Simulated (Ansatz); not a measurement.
Runs of Ansatz 0.2.0 on Al12NO. The cell holds a slab with vacuum, 14 atoms: a = 5.725 Å, b = 5.725 Å, c = 22.674 Å, α = 90.00°, β = 90.00°, γ = 120.00°. 

| potentials or basis | cutoff (eV) | gap on the mesh (eV) | largest force (eV/Å) | work function (eV) |
| --- | --- | --- | --- | --- |
| Ansatz NC | 1240 | none | (a) | (c) |
| SPMS NC | 1034 | none | 2.90 | 4.52 |
| JTH PAW | 1380 | none | 3.12 | 4.52 |
| Ansatz PAW earlier set | 1050 | none | 2.88 | 4.50 |
| Ansatz PAW | 420 | none | 2.85 | 4.50 |
| PseudoDojo stringent (PBE files) | 1252 | none | 2.98 | 4.52 |
| Ansatz PAW earlier set | 930 | none | (b) | 4.50 |
| PseudoDojo standard (PBE files) | 1143 | none | 2.89 | 4.52 |

Alike in all rows: task single point; level PBE; no spin polarisation; cell NO (flat) over a hollow site of the (1 1 1) slab of Al, cut from the database cell, not relaxed; k mesh 6 × 6 × 1; smearing fermi-dirac 0.05 eV.

Problem. Estimate the missing entries.

Solution. (a) 2.94; (b) 2.91; (c) 4.51.

Caveats: an odd number of electrons without spin polarisation forces a metal; a magnetic or distorted state may lie lower.

A gap of «none» marks a metal or a gap under the smearing width.

The runs don't all hold the same shells in valence.
